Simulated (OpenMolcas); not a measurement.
**W⁵⁺ among point charges: CASSCF and CASPT2 levels and susceptibility**

How does a field of 6 point charges split the states of W⁵⁺, and what χT follows?

Program: OpenMolcas 26.06. Level of theory: state-averaged CASSCF and CASPT2, spin-orbit coupling by RASSI with atomic mean-field integrals. These are calculated values, not measurements, unless marked.

### Step 1. Starting point

| Quantity | Value |
| --- | --- |
| Species | W⁵⁺ (tungsten, Z = 74, 69 electrons) |
| Basis | ANO-RCC-VDZP [7s6p4d2f1g], 68 functions |
| Scalar Hamiltonian | DKH2, point nucleus |
| Inactive shells | 1s 2s 2p 3s 3p 3d 4s 4p 4d 4f 5s 5p |
| Active space | 1 electron in 5 orbitals (5d) |
| Some configurations of this space | 5d |
| Orbitals | optimised for each spin and parity, averaged over all roots |

Outer shells as boxes (Hund's rule):

5d
```
5d [↑ ][  ][  ][  ][  ]
```

The ion sits among 6 point charges of -1.5 e arranged as a trigonal prism (D3h), 2.21 Å from the ion, with a polar angle of 48.1° against the regular 49.1°.

The work runs as a chain of OpenMolcas steps in one folder; each step below is one input file. Labels, J, g values, rates, χT and fits are worked out afterwards by a script from the matrices that RASSI stores.

### Step 2. Basis and integrals

Contents of a.inp:

```
&GATEWAY
Coord
1

W 0.0 0.0 0.0
Basis=ANO-RCC-VDZP
Group=NoSym
NoMove
AngMom=0.0 0.0 0.0
AMFI
XField
6 Angstrom 0
1.645392 0.000000 1.475393 -1.500000
-0.822696 1.424951 1.475393 -1.500000
-0.822696 -1.424951 1.475393 -1.500000
1.645392 0.000000 -1.475393 -1.500000
-0.822696 1.424951 -1.475393 -1.500000
-0.822696 -1.424951 -1.475393 -1.500000
&SEWARD
```

Launch:

```sh
$ OMP_NUM_THREADS=1 MOLCAS_MEM=1689 MOLCAS_PROJECT=a pymolcas a.inp > a.log
```

### Step 3. Reference wave functions, doublets, 5 roots

Contents of a.inp:

```
&RASSCF
FileOrb=start.orb
Symmetry=1
Spin=2
nActEl=1 0 0
Inactive=34
Ras2=5
CIRoot=5 5 1
SDav=5
CIMx=300
Iter=120 100
PrWF=0.3
OrbListing=Nothing
MaxOrb=0
>>> COPY $Project.JobIph JOB001
```

start.orb holds the contracted functions of the basis, ordered by shell, or the orbitals of the step before.

### Step 4. State interaction with spin-orbit coupling

Contents of a.inp:

```
&RASSI
NrOfJobIphs=1 5
1 2 3 4 5
IphNames
JOB001
EJob
SpinOrbit
DIPRint=1.0
SOCoupling=1000.0
Subsets=2
Property=9
'ANGMOM' 1 'ANGMOM' 2 'ANGMOM' 3 'MLTPL  1' 1 'MLTPL  1' 2 'MLTPL  1' 3
'AMFI' 1 'AMFI' 2 'AMFI' 3
SOProperty=3
'ANGMOM' 1 'ANGMOM' 2 'ANGMOM' 3
```

### Step 5. CASPT2: IPEA 0.25, imaginary shift 0.1 (closed shells correlated: 4f 5s 5p)

Contents of a.inp:

```
>>> COPY JOB001 $Project.JobIph
&CASPT2
Multistate=5 1 2 3 4 5
NoMult
Frozen=23
IPEA=0.25
Imaginary=0.1
MaxIter=60
WThr=0.0 0.3 0.05
PrWF=0.5
NoMix
```

(Steps that only read results are left out.)

**Question.** What will these runs give? Wanted: spin-free ground state; first state of the same spin within the active space; lowest level; next level.

**Answer**, as computed:

| quantity | value |
| --- | --- |
| method | SS-CASPT2, IPEA 0.25, imaginary shift 0.1 (closed shells correlated: 4f 5s 5p) |
| spin-free ground state | 2E, 2-fold in its orbital part |
| first state of the same spin within the active space | 2A1 at 4730 cm⁻¹ |
| lowest level | 2-fold E3/2, g = 0.00, 0.00, 2.12 |
| next level | 5347.7 cm⁻¹ |
| χT at 300 K | 0.16 cm³ K/mol |
| effective moment at 300 K | 1.12 μB |

Cost by method:

```csv
method,time of its own steps,time with the reference
A. CASSCF,2.6 s,2.6 s
"B. SS-CASPT2, IPEA 0.25, imaginary shift 0.1, +4f 5s 5p",1.9 s,4.5 s
```

Times are of one thread on a shared host.

The spin-free ground state (2E) comes to 100 % from free-ion D terms and keeps the highest spin of the shell. χT at 300 K is 0.16, against 0.38 cm³ K/mol for the spin alone, so orbital moment lowers it. CASPT2 does not keep the components of a term degenerate, and the means are used. The field of point charges can differ much from that of real complexes. This is an electrostatic model: the charges have no orbitals.
